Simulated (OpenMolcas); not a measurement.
# Ta⁺: CASSCF and CASPT2 terms and fine-structure levels

Which level of Ta⁺ lies lowest, and where do the others fall? The reference wave functions come first, then spin-orbit coupling, then second-order correlation under several settings.

The numbers are computed with OpenMolcas 26.06 (state-averaged CASSCF and CASPT2, spin-orbit coupling by RASSI with atomic mean-field integrals), except any that are marked as measured or tabulated.

### 1 Starting point

| Quantity | Value |
| --- | --- |
| Species | Ta⁺ (tantalum, Z = 73, 72 electrons) |
| Basis | ANO-RCC-VTZP [8s7p5d3f2g1h], 104 functions |
| Scalar Hamiltonian | DKH4, point nucleus |
| Inactive shells | 1s 2s 2p 3s 3p 3d 4s 4p 4d 4f 5s 5p |
| Active space | 4 electrons in 5 orbitals (5d) |
| Some configurations of this space | 5d⁴ |
| Orbitals | optimised for the ground-state spin in each parity, averaged over the low roots |

Outer shells as boxes (Hund's rule):

5d4
```
5d [↑ ][↑ ][↑ ][↑ ][  ]
```

The work runs as a chain of OpenMolcas steps in one folder; each step below is one input file. Labels, J, g values, rates, χT and fits are worked out afterwards by a script from the matrices that RASSI stores.

### 2 Basis and integrals

The input, a.inp:

```
&GATEWAY
Coord
1

Ta 0.0 0.0 0.0
Basis=ANO-RCC-VTZP
Group=XYZ
NoMove
AngMom=0.0 0.0 0.0
AMFI
&SEWARD
Relativistic=R04O02
```

Command:

```bash
> OMP_NUM_THREADS=1 MOLCAS_MEM=2252 MOLCAS_PROJECT=a pymolcas a.inp > a.log
```

### 3 CASSCF: quintets of even parity, 5 roots

The input, a.inp:

```
&RASSCF
FileOrb=start.orb
Symmetry=1
Spin=5
nActEl=4 0 0
Inactive=15 19
Ras2=5 0
CIRoot=5 5 1
SDav=5
CIMx=300
Iter=120 100
PrWF=0.3
OrbListing=Nothing
MaxOrb=0
Atom
>>> COPY $Project.JobIph JOB001
```

start.orb holds the contracted functions of the basis, ordered by shell, or the orbitals of the step before.

### 4 CASSCF: triplets of even parity, 45 roots

The input, a.inp:

```
&RASSCF
FileOrb=start.orb
Symmetry=1
Spin=3
nActEl=4 0 0
Inactive=15 19
Ras2=5 0
CIRoot=45 45 1
SDav=45
CIMx=300
Iter=120 100
PrWF=0.3
OrbListing=Nothing
MaxOrb=0
Atom
CIOnly
>>> COPY $Project.JobIph JOB002
```

### 5 CASSCF: singlets of even parity, 50 roots

The input, a.inp:

```
&RASSCF
FileOrb=start.orb
Symmetry=1
Spin=1
nActEl=4 0 0
Inactive=15 19
Ras2=5 0
CIRoot=50 50 1
SDav=50
CIMx=300
Iter=120 100
PrWF=0.3
OrbListing=Nothing
MaxOrb=0
Atom
CIOnly
>>> COPY $Project.JobIph JOB003
```

### 6 RASSI: spin-orbit coupling between the states

The input, a.inp:

```
&RASSI
NrOfJobIphs=3 5 45 44
1 2 3 4 5
1 2 3 4 5 6 7 8 9 10 11 12 13 14 15 16 17 18 19 20 21 22 23 24 25 26 27
28 29 30 31 32 33 34 35 36 37 38 39 40 41 42 43 44 45
1 2 3 4 5 6 7 8 9 10 11 12 13 14 15 16 17 18 19 20 21 22 23 24 25 26 27
28 29 30 31 32 33 34 35 36 37 38 39 40 41 42 43 44
IphNames
JOB001
JOB002
JOB003
EJob
SpinOrbit
DIPRint=1.0
SOCoupling=1000.0
Subsets=2
MEES
Property=10
'ANGMOM' 1 'ANGMOM' 2 'ANGMOM' 3 'MLTPL  1' 1 'MLTPL  1' 2 'MLTPL  1' 3
'AMFI' 1 'AMFI' 2 'AMFI' 3 'MLTPL  2' 6
SOProperty=3
'ANGMOM' 1 'ANGMOM' 2 'ANGMOM' 3
```

### 7 CASPT2: IPEA 0.5, imaginary shift 0.15 (closed shells correlated: 4f 5s 5p)

The input, a.inp:

```
>>> COPY JOB001 $Project.JobIph
&CASPT2
Multistate=5 1 2 3 4 5
Frozen=14 9
IPEA=0.5
Imaginary=0.15
MaxIter=60
WThr=0.0 0.3 0.05
PrWF=0.5
NoMix
>>> COPY JOB002 $Project.JobIph
&CASPT2
Multistate=45 1 2 3 4 5 6 7 8 9 10 11 12 13 14 15 16 17 18 19 20 21 22
23 24 25 26 27 28 29 30 31 32 33 34 35 36 37 38 39 40 41 42 43 44 45
Frozen=14 9
IPEA=0.5
Imaginary=0.15
MaxIter=60
WThr=0.0 0.3 0.05
PrWF=0.5
NoMix
>>> COPY JOB003 $Project.JobIph
&CASPT2
Multistate=44 1 2 3 4 5 6 7 8 9 10 11 12 13 14 15 16 17 18 19 20 21 22
23 24 25 26 27 28 29 30 31 32 33 34 35 36 37 38 39 40 41 42 43 44
Frozen=14 9
IPEA=0.5
Imaginary=0.15
MaxIter=60
WThr=0.0 0.3 0.05
PrWF=0.5
NoMix
```

### 8 CASPT2: IPEA 0.1, imaginary shift 0.5 (closed shells correlated: 4f 5s 5p)

Edit a.inp of step 7 so:

```diff
@@ -4,4 +4,4 @@
 Frozen=14 9
-IPEA=0.5
-Imaginary=0.15
+IPEA=0.1
+Imaginary=0.5
 MaxIter=60
@@ -15,4 +15,4 @@
 Frozen=14 9
-IPEA=0.5
-Imaginary=0.15
+IPEA=0.1
+Imaginary=0.5
 MaxIter=60
@@ -26,4 +26,4 @@
 Frozen=14 9
-IPEA=0.5
-Imaginary=0.15
+IPEA=0.1
+Imaginary=0.5
 MaxIter=60
```

### 9 CASPT2: IPEA 0.5, sigma1 regulariser 0.5 (closed shells correlated: 5s 5p)

Edit a.inp of step 8 so:

```diff
@@ -3,5 +3,5 @@
 Multistate=5 1 2 3 4 5
-Frozen=14 9
-IPEA=0.1
-Imaginary=0.5
+Frozen=14 16
+IPEA=0.5
+Sig1=0.5
 MaxIter=60
@@ -14,5 +14,5 @@
 23 24 25 26 27 28 29 30 31 32 33 34 35 36 37 38 39 40 41 42 43 44 45
-Frozen=14 9
-IPEA=0.1
-Imaginary=0.5
+Frozen=14 16
+IPEA=0.5
+Sig1=0.5
 MaxIter=60
@@ -25,5 +25,5 @@
 23 24 25 26 27 28 29 30 31 32 33 34 35 36 37 38 39 40 41 42 43 44
-Frozen=14 9
-IPEA=0.1
-Imaginary=0.5
+Frozen=14 16
+IPEA=0.5
+Sig1=0.5
 MaxIter=60
```

(Steps that only read results are left out.)

Before running it: what results should come out? Wanted: lowest level; first excited level; lowest level of another term; spin-orbit lowering of the lowest level; strongest of the lines computed, by gA.

The runs gave:

| quantity | value |
| --- | --- |
| method | SS-CASPT2, IPEA 0.5, imaginary shift 0.15 (closed shells correlated: 4f 5s 5p) |
| lowest level | 5d⁴ ⁵D₀, 77 % of that term |
| ground level listed by NIST | 5F1 |
| first excited level | 5d⁴ ⁵D₁ at 1356 cm⁻¹ |
| lowest level of another term | 5d⁴ ³P₀(1) at 9310 cm⁻¹ |
| spin-orbit lowering of the lowest level | 4859 cm⁻¹ |
| strongest of the lines computed, by gA (one parity, so forbidden lines), at CASSCF energies | 5d⁴ ¹G₄(1) → 5d⁴ ³F₄(1), 1185 nm, A = 3.09e+00 s⁻¹ |

What each method costs and misses:

| method | time of its own steps | time with the reference | mean absolute difference from method B (cm-1) |
| --- | --- | --- | --- |
| A. CASSCF | 24 s | 24 s | 2700 |
| B. SS-CASPT2, IPEA 0.5, imaginary shift 0.15, +4f 5s 5p | 60 s | 83 s | 0 |
| C. SS-CASPT2, IPEA 0.1, imaginary shift 0.5, +4f 5s 5p | 57 s | 81 s | 310 |
| D. SS-CASPT2, IPEA 0.5, sigma1 regulariser 0.5, +5s 5p | 37 s | 61 s | 190 |

Times are of one thread on a shared host.

The multiplet ⁵D is regular; its intervals divided by the larger J differ by 146 % of their mean, where Landé's rule for pure LS coupling makes them equal. Second-order correlation (method B) scales the levels of the lowest configuration above 5000 cm⁻¹ by 0.76 to 0.94. Only the configurations of the active space and the roots asked for are present. The ground level that NIST lists is not among them. The lowest level holds only 77 % of its leading term, so the LS label is a loose one. The triplets, singlets rest on orbitals optimised for another spin in at least one step, which raises them against the optimised states. Not all states of the active space went into the spin-orbit step. CASPT2 does not keep the components of a term degenerate, and the means are used. The free ion's ground configuration, as NIST lists it, lies outside this active space, so the lowest level here need not be the ground level. Levels of other configurations are missing from the list.
